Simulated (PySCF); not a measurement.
**Cd: changing the method**

Starting from one script, swap the method and compare what comes out for Cd.

Program: PySCF 2.14.0. Level of theory: method and basis as typed in the scripts. These are calculated values, not measurements.

2 further runs of the same task are left out: 2 for a known fault of the program.

## (1) The atom

Cd: 1 atom, charge 0, spin multiplicity 1.

## (2) Base script

File input.py:

```python
from pyscf import gto, scf

mol = gto.M(
    atom='Cd 0 0 0',
    basis='x2c-svpall',
    charge=0,
    spin=0,
    symmetry=True,
    verbose=3,
)
mf = scf.RHF(mol)
mf = mf.sfx2c1e()
mf.kernel()
mf.analyze()
print('orbital energies (hartree):', mf.mo_energy[..., max(0, mol.nelec[1]-3):mol.nelec[0]+3].round(4))
```

The run is started by

```sh
> OMP_NUM_THREADS=1 python input.py
```

## (3) Pbe0 (RKS)

Run 1 changes functional: none (Hartree–Fock) → pbe0; SCF type: RHF → RKS.

Changes to input.py since step 2:

```diff
@@ -1,2 +1,2 @@
-from pyscf import gto, scf
+from pyscf import gto, dft
 
@@ -10,3 +10,3 @@
 )
-mf = scf.RHF(mol)
+mf = dft.RKS(mol, xc='pbe0')
 mf = mf.sfx2c1e()
```

## (4) NEVPT2

Run 2 changes step after the SCF: analyze → nevpt2; active space: none → 6 electrons in 5 orbitals.

File input.py:

```python
from pyscf import gto, scf, mcscf, mrpt

mol = gto.M(
    atom='Cd 0 0 0',
    basis='x2c-svpall',
    charge=0,
    spin=0,
    symmetry=True,
    verbose=3,
)
mf = scf.RHF(mol)
mf = mf.sfx2c1e()
mf.kernel()
mc = mcscf.CASSCF(mf, 5, 6)
mc.kernel()
mc.analyze()
mrpt.NEVPT(mc).kernel()
mf.dip_moment()
print('orbital energies (hartree):', mf.mo_energy[..., max(0, mol.nelec[1]-3):mol.nelec[0]+3].round(4))
```

## (5) Camb3lyp (RKS)

Run 3 changes functional: none (Hartree–Fock) → camb3lyp; SCF type: RHF → RKS.

Changes to input.py since step 2:

```diff
@@ -1,2 +1,2 @@
-from pyscf import gto, scf
+from pyscf import gto, dft
 
@@ -10,3 +10,3 @@
 )
-mf = scf.RHF(mol)
+mf = dft.RKS(mol, xc='camb3lyp')
 mf = mf.sfx2c1e()
```

## (6) Lda,vwn (RKS)

Run 4 changes functional: none (Hartree–Fock) → lda,vwn; SCF type: RHF → RKS.

Changes to input.py since step 2:

```diff
@@ -1,2 +1,2 @@
-from pyscf import gto, scf
+from pyscf import gto, dft
 
@@ -10,3 +10,3 @@
 )
-mf = scf.RHF(mol)
+mf = dft.RKS(mol, xc='lda,vwn')
 mf = mf.sfx2c1e()
```

## (7) SCF alone

Run 5 changes step after the SCF: analyze → none.

Changes to input.py since step 2:

```diff
@@ -13,3 +13,3 @@
 mf.kernel()
-mf.analyze()
+mf.dip_moment()
 print('orbital energies (hartree):', mf.mo_energy[..., max(0, mol.nelec[1]-3):mol.nelec[0]+3].round(4))
```

## (8) MP2

Run 6 changes step after the SCF: analyze → mp2; frozen orbitals: none → 14.

Changes to input.py since step 2:

```diff
@@ -1,2 +1,2 @@
-from pyscf import gto, scf
+from pyscf import gto, scf, mp
 
@@ -13,3 +13,4 @@
 mf.kernel()
-mf.analyze()
+mp.MP2(mf, frozen=14).kernel()
+mf.dip_moment()
 print('orbital energies (hartree):', mf.mo_energy[..., max(0, mol.nelec[1]-3):mol.nelec[0]+3].round(4))
```

Q: Predict the outcome of this session. Wanted: for each run, E(SCF); from base; gap; after the SCF.

As calculated:

| run | E(SCF) (hartree) | from base (eV) | gap (eV) | after the SCF |
| --- | --- | --- | --- | --- |
| base | -5590.873629 | 0 | 8.94 | n/a |
| pbe0 (RKS) | -5593.177950 | not comparable | 5.78 | n/a |
| NEVPT2 | -5590.873629 | 0.0000 | 8.94 | NEVPT2 correlation -14.292 eV (from the SCF energy, the CASSCF gain included) |
| camb3lyp (RKS) | -5593.815925 | not comparable | 7.70 | n/a |
| lda,vwn (RKS) | -5587.855393 | not comparable | 4.66 | n/a |
| SCF alone | -5590.873629 | 0.0000 | 8.94 | n/a |
| MP2 | -5590.873629 | 0.0000 | 8.94 | MP2 correlation -13.006 eV, core frozen |

In words: The gap between the frontier levels is 4.7 eV with lda,vwn (0 % exact exchange) and 5.8 eV with pbe0 (25 %): exact exchange opens it. A lower total energy from another functional means nothing by itself. The dearest run is “camb3lyp (RKS)”, at 3.3 s against 1.1 s.
